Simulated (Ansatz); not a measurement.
# ZrF2: the cost of one run

Program: Ansatz 0.2.0. Level of theory: DFT PBE, scalar-relativistic, plane waves, PAW. These are calculated values, not measurements.

**1. The structure to begin with**

Symmetry: P6/mmm, No. 191, hexagonal system. Conventional cell: a = 2.620 Å, b = 2.620 Å, c = 18.000 Å, α = 90.00°, β = 90.00°, γ = 120.00°. Zr (site symmetry 6/mmm) has 2 F at 1.86 Å as nearest neighbours. F (site symmetry 6mm) has 1 Zr at 1.86 Å as nearest neighbours.

As a file:

```cif
data_structure
_symmetry_space_group_name_H-M 'P6/mmm'
_symmetry_Int_Tables_number 191
_cell_length_a 2.6197
_cell_length_b 2.6197
_cell_length_c 18.0000
_cell_angle_alpha 90.000
_cell_angle_beta 90.000
_cell_angle_gamma 120.000
_cell_volume 106.98
loop_
_atom_site_label
_atom_site_type_symbol
_atom_site_symmetry_multiplicity
_atom_site_Wyckoff_symbol
_atom_site_fract_x
_atom_site_fract_y
_atom_site_fract_z
_atom_site_occupancy
Zr1 Zr 1 b 0.00000 0.00000 0.50000 1
F1 F 2 e 0.00000 0.00000 0.60336 1
```

The cell is invented: random sheet by layer group and Wyckoff sites. The dimensions are guesses.

It is a sheet, periodic along a and b, with vacuum along c; volumes and pressures of the box carry no meaning, and space groups named for it are those of the box.

**2. The guess as it stands, on a coarse mesh**

File input.yaml:

```yaml
crystal:
  lattice:
    - [2.619702, 0.0, 0.0]
    - [-1.309851, 2.268728, 0.0]
    - [0.0, 0.0, 18.0]
  atoms:
    - { symbol: Zr, position: [0.0, 0.0, 0.5] }
    - { symbol: F, position: [0.0, 0.0, 0.60336458] }
    - { symbol: F, position: [0.0, 0.0, 0.39663542] }
  periodic: [true, true, false]
basis:
  ecutwfc: 420
kpoints:
  mp_grid: { grid: [9, 9, 1] }
hamiltonian:
  xc: pbe
scf:
  occupations: { method: gaussian, width: 0.1 }
  lower_state_search: "off"
output:
  forces: true
  stress: true
  eigenvalues: true
```

Run with:

```
ansatz run input.yaml --threads 1 --pin off --max-ram 2048MiB --backend cpu --events-out ev --progress --plain --runs-dir out
```

**Question.** How long does this run take on 1 thread of Arm Neoverse V1, shared host, and how much memory does it need?

About 3.4 s, with a peak of 0.39 GiB.
